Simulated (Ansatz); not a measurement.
# YTe: the cost of one run

Computed with Ansatz 0.2.0 (DFT LDA, with the methods named in each step, unless a step's input says otherwise).

The COD entry's cell or inner coordinates are ideal or old and differ from later refinements, so a difference from it is no clean test against experiment.

**1. Starting point**

The structure is cubic, space group Fm-3m (No. 225). Conventional cell: a = 6.080 Å, b = 6.080 Å, c = 6.080 Å, α = 90.00°, β = 90.00°, γ = 90.00°. Around Y (site symmetry m-3m) lie 6 Te at 3.04 Å. Around Te (site symmetry m-3m) lie 6 Y at 3.04 Å.

As a file:

```
Y Te
1.0
     0.00000    3.04000    3.04000
     3.04000    0.00000    3.04000
     3.04000    3.04000    0.00000
Y Te
1 1
Direct
  0.50000 0.50000 0.50000
  0.00000 0.00000 0.00000
```

Atoms are numbered in the order of the input: Y1, Te2.

**2. Shortest bond scaled by 1, PAW**

The input, input.yaml:

```yaml
crystal:
  lattice:
    - [0.0, 3.04, 3.04]
    - [3.04, 0.0, 3.04]
    - [3.04, 3.04, 0.0]
  atoms:
    - { symbol: "Y", position: [0.5, 0.5, 0.5] }
    - { symbol: Te, position: [0.0, 0.0, 0.0] }
kpoints:
  mp_grid: { grid: [9, 9, 9] }
scf:
  occupations: { method: fermi_dirac, width: 0.05 }
hamiltonian:
  xc: lda
  pseudopotentials: { kind: paw }
output:
  forces: true
  stress: true
  eigenvalues: true
  populations: true
```

Started as:

```
> ansatz run input.yaml --threads 1 --pin off --max-ram 2048MiB --backend cpu --events-out ev --progress --plain --runs-dir out
```

**Question.** How long does this run take on 1 thread of Arm Neoverse V1, shared host, and how much memory does it need?

About 3.2 s, with a peak of 0.33 GiB.
